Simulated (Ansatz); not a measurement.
## SiNi2 in Ansatz: the effect of functional

The system is SiNi2.

```
CELL_PARAMETERS angstrom
4.99000 0.00000 0.00000
0.00000 3.72000 0.00000
0.00000 0.00000 7.03000
ATOMIC_POSITIONS crystal
Ni 0.32500 0.75000 0.93700
Ni 0.67500 0.25000 0.06300
Ni 0.17500 0.25000 0.43700
Ni 0.82500 0.75000 0.56300
Ni 0.45800 0.75000 0.29700
Ni 0.54200 0.25000 0.70300
Ni 0.04200 0.25000 0.79700
Ni 0.95800 0.75000 0.20300
Si 0.78600 0.75000 0.88600
Si 0.21400 0.25000 0.11400
Si 0.71400 0.25000 0.38600
Si 0.28600 0.75000 0.61400
```

Alike in all runs:

- Program: Ansatz 0.2.0
- Task: band structure
- Potentials or basis: Ansatz PAW
- Cutoff: 420 eV (not typed: the program's choice for these potentials)
- k mesh: 5 × 5 × 3
- Occupations: fermi-dirac, width 0.05 eV
- Spin: collinear spin, ferromagnetic start
- Starting moments: [1.0, 1.0, 1.0, 1.0, 1.0, 1.0, 1.0, 1.0, 0.0, 0.0, 0.0, 0.0] μB

| functional | pressure (GPa) | largest force (eV/Å) |
| --- | --- | --- |
| RPBE | ? | ? |
| revPBE | 6.9 | 0.36 |
| BLYP | 12.7 | 0.35 |

Problem. What does the run with functional RPBE give?

Solution. Pressure 8.1 GPa; largest force 0.36 eV/Å.

Caveats: the PAW data sets come from PBE, with cores solved anew for the run's functional, which leaves a small shift of forces and pressure; the starting moments weren't kept.
